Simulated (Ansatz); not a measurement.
# BeGeSb2: the cost of one run

Computed with Ansatz 0.2.0 (reference: DFT, HSE06, plane waves, PAW, unless a step's input says otherwise).

**1. The starting structure**

Symmetry: P-4m2, No. 115, tetragonal system. The conventional cell has a = 4.175 Å, b = 4.175 Å, c = 5.835 Å, α = 90.00°, β = 90.00°, γ = 90.00°. Around Be (site symmetry -4m2) lie 4 Sb at 2.45 Å. Sb (site symmetry 2mm) is surrounded by 2 Be at 2.45 Å and 2 Ge at 2.65 Å. Ge (site symmetry -4m2) has 4 Sb at 2.65 Å as nearest neighbours.

Structure file:

```
CELL_PARAMETERS angstrom
4.17452 0.00000 0.00000
0.00000 4.17452 0.00000
0.00000 0.00000 5.83469
ATOMIC_POSITIONS crystal
Be 0.00000 0.00000 0.00000
Sb 0.00000 0.50000 0.21944
Ge 0.50000 0.50000 0.50000
Sb 0.50000 0.00000 0.78056
```

**2. The reference run**

Input file input.yaml:

```yaml
crystal:
  lattice:
    - [4.1745184527, 0.0, 0.0]
    - [0.0, 4.1745184527, 0.0]
    - [0.0, 0.0, 5.8346868276]
  atoms:
    - { symbol: Be, position: [0.0, 0.0, 0.0] }
    - { symbol: Sb, position: [0.0, 0.5, 0.2194401828] }
    - { symbol: Ge, position: [0.5, 0.5, 0.5] }
    - { symbol: Sb, position: [0.5, 0.0, 0.7805598172] }
kpoints:
  mp_grid: { grid: [4, 4, 2] }
hamiltonian:
  xc: hse06
scf:
  occupations: { method: fermi_dirac, width: 0.02 }
  n_extra_bands: 5
output:
  forces: true
  stress: true
  eigenvalues: true
  write_density: true
  write_potential: true
  elf: true
  volumetric_format: npy
```

On the command line:

```
ansatz run input.yaml --threads 4 --pin off --max-ram 3686MiB --backend cpu --events-out ev --progress --plain --runs-dir out
```

Q: Estimate wall time and peak memory on 4 threads of Arm Neoverse V1, shared host.

About 19 s, with a peak of 1.3 GiB.
